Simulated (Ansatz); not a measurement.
# Ca8O8 (1x4x4 CaO rock-salt block): the cost of one run

Computed with Ansatz 0.2.0, Gaussian basis. Level: the settings change from run to run.

9 further runs of the same task are left out: 9 that didn't finish. Runs told in other sessions of the task aren't counted.

## Step 1: The geometry

An earlier r2SCAN-D4/def2-SVP relaxation fixed the geometry.

16 atoms, charge 0, spin multiplicity 1.

Atoms are counted from 1 here; the program's logs count them from 0.

Bond lengths: Ca1–O2 2.054 Å, Ca1–O5 2.053 Å, O2–Ca3 2.249 Å, O2–Ca6 2.280 Å, Ca3–O4 2.067 Å, Ca3–O7 2.272 Å, O4–Ca8 2.085 Å, O5–Ca6 2.282 Å, O5–Ca9 2.255 Å, Ca6–O7 2.230 Å, Ca6–O10 2.223 Å, O7–Ca8 2.231 Å, O7–Ca11 2.249 Å, Ca8–O12 2.256 Å, Ca9–O10 2.263 Å, Ca9–O13 2.070 Å, O10–Ca11 2.239 Å, O10–Ca14 2.230 Å and more. Angles: O2–Ca1–O5 94.9°, Ca1–O2–Ca3 164.8°, Ca1–O2–Ca6 91.0°, Ca3–O2–Ca6 90.2°, O2–Ca3–O4 144.0°, O2–Ca3–O7 88.8°, O4–Ca3–O7 85.9°, Ca3–O4–Ca8 98.7°, Ca1–O5–Ca6 91.0°, Ca1–O5–Ca9 166.2°, Ca6–O5–Ca9 90.4°, O2–Ca6–O5 83.1°, O2–Ca6–O7 89.0°, O2–Ca6–O10 156.2°, O5–Ca6–O7 153.3°, O5–Ca6–O10 88.8°, O7–Ca6–O10 88.3°, Ca3–O7–Ca6 90.9° and more.

## Step 2: SVWN5/def2-mTZVP

Set apart from the defaults: relativity set to none.

Input file in.yaml:

```yaml
crystal:
  periodic: [false, false, false]
  atoms:
    - {symbol: Ca, position_ang: [-0.174044, -3.148425, -3.132935]}
    - {symbol: O, position_ang: [-0.200789, -3.242042, -1.081303]}
    - {symbol: Ca, position_ang: [0.361198, -3.349580, 1.093237]}
    - {symbol: O, position_ang: [-0.368394, -3.179805, 3.019216]}
    - {symbol: O, position_ang: [-0.199490, -1.096839, -3.213967]}
    - {symbol: Ca, position_ang: [-0.346241, -0.970654, -0.939819]}
    - {symbol: O, position_ang: [0.500425, -1.081948, 1.120403]}
    - {symbol: Ca, position_ang: [-0.224538, -1.110753, 3.230319]}
    - {symbol: Ca, position_ang: [0.312510, 1.096611, -3.317543]}
    - {symbol: O, position_ang: [0.385195, 1.125159, -1.055852]}
    - {symbol: Ca, position_ang: [0.933527, 1.125293, 1.114565]}
    - {symbol: O, position_ang: [0.020257, 1.132158, 3.228044]}
    - {symbol: O, position_ang: [-0.312374, 3.064350, -3.172207]}
    - {symbol: Ca, position_ang: [-0.247277, 3.263098, -1.098209]}
    - {symbol: O, position_ang: [0.093221, 3.276493, 1.133312]}
    - {symbol: Ca, position_ang: [-0.533185, 3.096885, 3.072748]}
basis:
  gaussian: {orbitals: def2-mTZVP}
hamiltonian: {xc: {name: SVWN5}, pseudopotentials: {relativity: none}}
scf: {omitted_lower_state_checks: [starts]}
output: {forces: true}
```

Command:

```
$ ansatz run in.yaml --threads 4 --pin off --events-out ev --progress --plain --max-ram 6963MiB
```

**Question.** How long does this run take on 4 threads of Arm Neoverse V2, shared host, and how much memory does it need?

About 21 s, with a peak of 1.7 GiB.
